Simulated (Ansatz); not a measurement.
# C2HBr2F: a ladder of functionals and wavefunction methods

How much do the methods differ for C2HBr2F? The plan is to run it at one geometry with functionals of several rungs and with coupled cluster, and see how far each lands from CCSD(T) at the basis-set limit for the atomisation energy.

The runs use Ansatz 0.2.0, Gaussian basis; functionals in def2-TZVPP, the program's frozen cores in correlated methods.

Plan: LDA (SPW92), PBE-D4, revPBE-D4, BLYP-D4, r2SCAN-D4, B97M-V, PBE0-D4, B3LYP-D4, r2SCANh-D4, r2SCAN0-D4, HSE06-D4, BHLYP-D4, CAM-B3LYP-D4, LC-ωPBE, ωB97X-V, ωB97M-V, B2PLYP, PBE-QIDH; CCSD(T)/def2-SVP; CCSD(T)/def2-TZVPP; MP2/def2-QZVPP; extrapolation to the limit; RPA on PBE.

### Step 1. Structure used throughout

The geometry comes from an earlier relaxation with PBE0-D4 in a triple-zeta def2 set; it is a stationary point.

SMILES `F/C(Br)=C\Br`, 6 atoms, charge 0, spin multiplicity 1.

Atoms are counted from 1 here; the program's logs count them from 0.

Bond lengths: F1–C2 1.316 Å, C2–Br3 1.869 Å, C2–C4 1.322 Å, C4–Br5 1.865 Å, C4–H6 1.078 Å. Angles: F1–C2–Br3 113.3°, F1–C2–C4 123.8°, Br3–C2–C4 122.9°, C2–C4–Br5 122.3°, C2–C4–H6 121.4°, Br5–C4–H6 116.3°.

### Step 2. LDA

This LDA is Slater exchange with PW92 correlation.

The input, in.yaml:

```yaml
crystal:
  periodic: [false, false, false]
  atoms:
    - {symbol: F, position_ang: [1.700982, 0.324620, 0.036047]}
    - {symbol: C, position_ang: [0.468655, 0.062312, 0.415137]}
    - {symbol: Br, position_ang: [0.275364, -0.059351, 2.269728]}
    - {symbol: C, position_ang: [-0.539895, -0.100871, -0.423805]}
    - {symbol: Br, position_ang: [-0.327454, 0.024153, -2.272896]}
    - {symbol: H, position_ang: [-1.535553, -0.314863, -0.070409]}
basis:
  gaussian: {orbitals: def2-TZVPP}
hamiltonian: {xc: lda}
output: {orbitals: {seedname: orbitals}}
```

Run with:

```bash
ansatz run in.yaml --threads 4 --pin off --events-out ev --progress --plain --max-ram 10444MiB
```

Further steps of the session: PBE-D4 (GGA); revPBE-D4 (GGA); BLYP-D4 (GGA); r2SCAN-D4 (meta-GGA); B97M-V (meta-GGA); PBE0-D4 (hybrid); B3LYP-D4 (hybrid); r2SCANh-D4 (hybrid); r2SCAN0-D4 (hybrid); HSE06-D4 (hybrid); BHLYP-D4 (hybrid); CAM-B3LYP-D4 (range-separated); LC-ωPBE (range-separated); ωB97X-V (range-separated); ωB97M-V (range-separated); B2PLYP (double hybrid); PBE-QIDH (double hybrid); CCSD(T) in def2-SVP; CCSD(T) in def2-TZVPP; MP2 in def2-QZVPP; RPA on PBE orbitals.

Before running them: what should the planned runs give, taken together? Wanted: atomisation energy, CCSD(T)/CBS; farthest beyond LDA; mean size of error, GGA; mean size of error, meta-GGA; mean size of error, hybrid; mean size of error, range-separated; mean size of error, double hybrid; gap, smallest and largest; T1 diagnostic.

The runs gave:

| quantity | value |
| --- | --- |
| atomisation energy, CCSD(T)/CBS | 503.6 kcal/mol |
| functionals within 5.0 kcal/mol (1.0 %) | BLYP-D4, B97M-V, B3LYP-D4, r2SCANh-D4, CAM-B3LYP-D4, LC-ωPBE, ωB97X-V, ωB97M-V, PBE-QIDH |
| farthest beyond LDA | BHLYP-D4 (-32.6 kcal/mol) |
| mean size of error, GGA | 14.5 kcal/mol |
| mean size of error, meta-GGA | 3.3 kcal/mol |
| mean size of error, hybrid | 11.1 kcal/mol |
| mean size of error, range-separated | 2.3 kcal/mol |
| mean size of error, double hybrid | 4.1 kcal/mol |
| gap, smallest and largest | 4.25 eV (LDA (SPW92)), 11.52 eV (LC-ωPBE) |
| T1 diagnostic | 0.0094 |
| triples share of the correlation energy | 3.8 % |

In words: LDA overbinds by 111.8 kcal/mol (22 %). PBE-D4 misses by +30.3 kcal/mol. Double hybrids carry the basis error of their MP2 part in triple zeta, and no dispersion term here, so their miss is partly the set-up's. The rungs range-separated, meta-GGA, double hybrid miss on average by less than the doubt on the reference (5.0 kcal/mol), so they tie. Misses under about 5.0 kcal/mol are within the doubt on the reference itself, which lacks core-valence correlation, relativity and higher excitations, and its outer-core shells are covered unevenly. All levels share the lack of spin-orbit coupling, which lowers the free heavy atoms and so the true binding. Hartree-Fock recovers 65 % of the binding; the rest is correlation. CCSD(T) in def2-SVP is off by -33.4 kcal/mol, which most functionals beat. The gap grows from 4.2 to 11.5 eV across the functionals, mostly with the share of exact exchange. Correlated methods include outer-core shells of Br, which these sets cover unevenly.
